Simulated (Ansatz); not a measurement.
# NBrO (nitrosyl bromide) at 6 levels

Wanted: a comparison of 6 runs (CAM-B3LYP/STO-3G, UPBE/STO-3G, r2SCAN0/STO-3G, MP2/STO-3G, BCCD(T)/STO-3G, FCI/STO-3G) of NBrO (nitrosyl bromide). 

Program for the calculation: Ansatz 0.2.0.

69 further runs of the same task are left out: 10 that didn't finish, 59 set aside as unsound or not needed.

## 1. The molecule

The species is NBrO (3 atoms), meant as a singlet with charge 0. As SMILES, `O=NBr`. The Br3–N2 distance was set to 2.646 Å, away from the relaxed value.

Bond lengths: O1–N2 1.126 Å. A long bond or contact: N2–Br3 2.646 Å.

## 2. A single-point energy at CAM-B3LYP/STO-3G (run 1)

Input file job.yaml:

```yaml
crystal:
  periodic: [false, false, false]
  atoms:
    - symbol: O
      position_ang: [1.154751, -1.126730, 0.514194]
    - symbol: N
      position_ang: [0.168031, -1.116410, -0.027266]
    - symbol: Br
      position_ang: [-0.896840, 1.283280, -0.355590]
basis:
  gaussian: {orbitals: STO-3G}
accuracy: high
hamiltonian: {xc: {name: CAM-B3LYP}}
```

On the command line:

```bash
$ ansatz run job.yaml --threads 1 --pin off --max-ram 3480MiB --events-out events.jsonl --progress --plain --runs-dir runs
```

Output:

```text
Warning: RAYON_NUM_THREADS=1 ignored (pool sized by the plan → 1); use --threads N
Functional definition: CAM-B3LYP
  name "CAM-B3LYP"
  parameter alpha = 0.19
  parameter beta = 0.46
  parameter omega = 0.33/bohr
  parameter ac = 0.81
  exchange = (1 - alpha - beta)*b88_x + beta*b88_x_sr(omega) + alpha*exact_x + beta*exact_x_lr(omega)
  correlation = (1 - ac)*vwn5_c + ac*lyp_c
378 factors; integrals over basis functions are off by at most 6.8e-8 eV
139 factors; integrals over basis functions are off by at most 1.1e-9 eV
mean field evaluation 1: about -72760.0801 eV, gradient 1.6e1 eV
mean field evaluation 2: about -72678.0470 eV, gradient 5.5e1 eV
mean field evaluation 4: about -72763.2716 eV, gradient 1.4e1 eV
mean field evaluation 8: about -72763.2396 eV, gradient 1.4e1 eV
mean field evaluation 16: about -72765.3478 eV, gradient 3.6e-8 eV
mean field -72765.34781334 eV, -2674.0772100161 hartree, gradient 1.2e-8 eV, S^2 0.000000; 0 other end points of the search recorded, 0 dependent functions left out
reference -72765.34782397 eV, -2674.0772104067 hartree; 25, 25 occupied and 3, 3 virtual orbitals, 378 factors
Total energy: -72765.34782397 eV, -2674.0772104067 hartree
```

Run time: 1.4 s. Hardware: 1 thread of Intel Xeon Platinum 8375C at 2.90GHz (Ice Lake), shared host; peak memory 0.11 GiB.

## 3. A single-point energy at UPBE/STO-3G (run 2)

Input file molecule.yaml:

```yaml
crystal:
  periodic: [false, false, false]
  atoms:
    - {symbol: O, position_ang: [1.154751, -1.126730, 0.514194]}
    - {symbol: N, position_ang: [0.168031, -1.116410, -0.027266]}
    - {symbol: Br, position_ang: [-0.896840, 1.283280, -0.355590]}
basis:
  gaussian: {orbitals: STO-3G}
hamiltonian: {xc: {name: PBE}}
accuracy: high
magnetization: {spin_polarized: true}
```

On the command line:

```bash
$ ansatz run molecule.yaml --threads 1 --pin off --max-ram 3480MiB --events-out events.jsonl --progress --plain --runs-dir runs
```

Output, cut to the lines that bear on the results:

```text
Warning: RAYON_NUM_THREADS=1 ignored (pool sized by the plan → 1); use --threads N
Functional definition: PBE
  name "PBE"
[...]
378 factors; integrals over basis functions are off by at most 6.8e-8 eV
[...]
mean field -72750.74807899 eV, -2673.5406796747 hartree, gradient 2.1e-8 eV, S^2 0.115645; 14 other end points of the search recorded, 0 dependent functions left out
reference -72750.74808014 eV, -2673.5406797171 hartree; 25, 25 occupied and 3, 3 virtual orbitals, 378 factors
Total energy: -72750.74808014 eV, -2673.5406797171 hartree
```

It took 11 s on 1 thread of Intel Xeon Platinum 8375C at 2.90GHz (Ice Lake), shared host; peak memory 0.14 GiB.

## 4. The energy at r2SCAN0/STO-3G (run 3)

Input file input.yaml:

```yaml
crystal:
  periodic: [false, false, false]
  atoms:
    - symbol: O
      position_ang: [1.154751, -1.126730, 0.514194]
    - symbol: N
      position_ang: [0.168031, -1.116410, -0.027266]
    - symbol: Br
      position_ang: [-0.896840, 1.283280, -0.355590]
basis:
  gaussian: {orbitals: STO-3G}
accuracy: high
hamiltonian: {xc: {name: r2SCAN0}}
```

On the command line:

```bash
$ ansatz run input.yaml --threads 1 --pin off --max-ram 3480MiB --events-out events.jsonl --progress --plain --runs-dir runs
```

Output:

```text
Warning: RAYON_NUM_THREADS=1 ignored (pool sized by the plan → 1); use --threads N
Functional definition: r2SCAN0
  name "r2SCAN0"
  parameter a = 0.25
  parameter k0 = 0.174
  parameter k1 = 0.065
  parameter a1 = 4.9479
  exchange = (1 - a)*r2scan_x(k0 = k0, k1 = k1, a1 = a1) + a*exact_x
  correlation = r2scan_c
378 factors; integrals over basis functions are off by at most 6.8e-8 eV
mean field evaluation 1: about -72762.8426 eV, gradient 1.6e1 eV
mean field evaluation 2: about -72676.7115 eV, gradient 4.4e1 eV
mean field evaluation 4: about -72765.0706 eV, gradient 1.5e1 eV
mean field evaluation 8: about -72765.0406 eV, gradient 1.5e1 eV
mean field evaluation 16: about -72768.1742 eV, gradient 1.8e-6 eV
mean field -72768.17424781 eV, -2674.1810795668 hartree, gradient 1.4e-8 eV, S^2 0.000000; 0 other end points of the search recorded, 0 dependent functions left out
reference -72768.17424796 eV, -2674.1810795723 hartree; 25, 25 occupied and 3, 3 virtual orbitals, 378 factors
Total energy: -72768.17424796 eV, -2674.1810795723 hartree
```

Run time: 3.6 s. Hardware: 1 thread of Intel Xeon Platinum 8375C at 2.90GHz (Ice Lake), shared host; peak memory 0.15 GiB.

Runs 4 to 5 aren't shown in full; the table further down has their settings and results.

## 5. The energy at FCI/STO-3G (run 6)

Input file input.yaml:

```yaml
crystal:
  periodic: [false, false, false]
  atoms:
    - {symbol: O, position_ang: [1.154751, -1.126730, 0.514194]}
    - {symbol: N, position_ang: [0.168031, -1.116410, -0.027266]}
    - {symbol: Br, position_ang: [-0.896840, 1.283280, -0.355590]}
basis:
  gaussian:
    orbitals: STO-3G
magnetization:
  spin_polarized: false
correlation:
  method: fci
  frozen_orbitals: {Br: 9, "N": 1, O: 1}
accuracy: high
```

On the command line:

```bash
$ ansatz run input.yaml --threads 1 --pin off --max-ram 3480MiB --events-out events.jsonl --progress --plain --runs-dir runs
```

Output, cut to the lines that bear on the results:

```text
Warning: RAYON_NUM_THREADS=1 ignored (pool sized by the plan → 1); use --threads N
Functional definition: HF
  name "HF"
[...]
378 factors; integrals over basis functions are off by at most 6.8e-8 eV
[...]
mean field -72710.81764853 eV, -2672.0732634212 hartree, gradient 2.3e-8 eV, S^2 0.000000; 1 other end points of the search recorded, 0 dependent functions left out; unrestricted orbitals would lower it
unrestricted determinant -72713.15020409 eV, -2672.1589832568 hartree, S^2 1.0135
11 core orbitals not correlated: weight in the atoms' cores, before any rotation towards them, 1.000 or more for the frozen orbitals, at most 0.000 for the correlated occupied ones
reference -72710.81764853 eV, -2672.0732634212 hartree; 14, 14 occupied and 3, 3 virtual orbitals, 378 factors
state -72716.98466325 eV, -2672.2998970319 hartree
Total energy: -72716.98466325 eV, -2672.2998970319 hartree
```

Run time: 1.6 s. Hardware: 1 thread of Intel Xeon Platinum 8375C at 2.90GHz (Ice Lake), shared host; peak memory 0.11 GiB.

## 6. Overview of the runs

| run | level | frozen core orbitals | energy (Eh) | wall time |
| --- | --- | --- | --- | --- |
| 1 | CAM-B3LYP/STO-3G | – | -2674.077210 | 1.4 s |
| 2 | UPBE/STO-3G | – | -2673.540680 | 11 s |
| 3 | r2SCAN0/STO-3G | – | -2674.181080 | 3.6 s |
| 4 | MP2/STO-3G | 11 | -2672.260665 | 0.62 s |
| 5 | BCCD(T)/STO-3G | 11 | -2672.298747 | 1.1 s |
| 6 | FCI/STO-3G | 11 | -2672.299897 | 1.6 s |

## 7. Summary of results

| quantity | value |
| --- | --- |
| run 6: total energy | -2672.29990 Eh |
| run 6: correlation energy (11 core orbitals frozen) | -226.6 mEh |

In words: Against full CI in this basis: MP2 +39.2 mEh; BCCD(T) +1.1 mEh. Totals of different functionals can't be ranked against each other. In runs 4, 5 the log says that unrestricted orbitals would lower the reference, so the values rest on an unstable closed-shell determinant (other closed-shell runs at this shape may share the fault). In runs 1, 2, 3, 4, 5, 6 the basis is minimal, so the values are rough. Spin contamination of the reference: run 2 ⟨S²⟩ = 0.12. All runs together took 20 s, the longest 11 s.
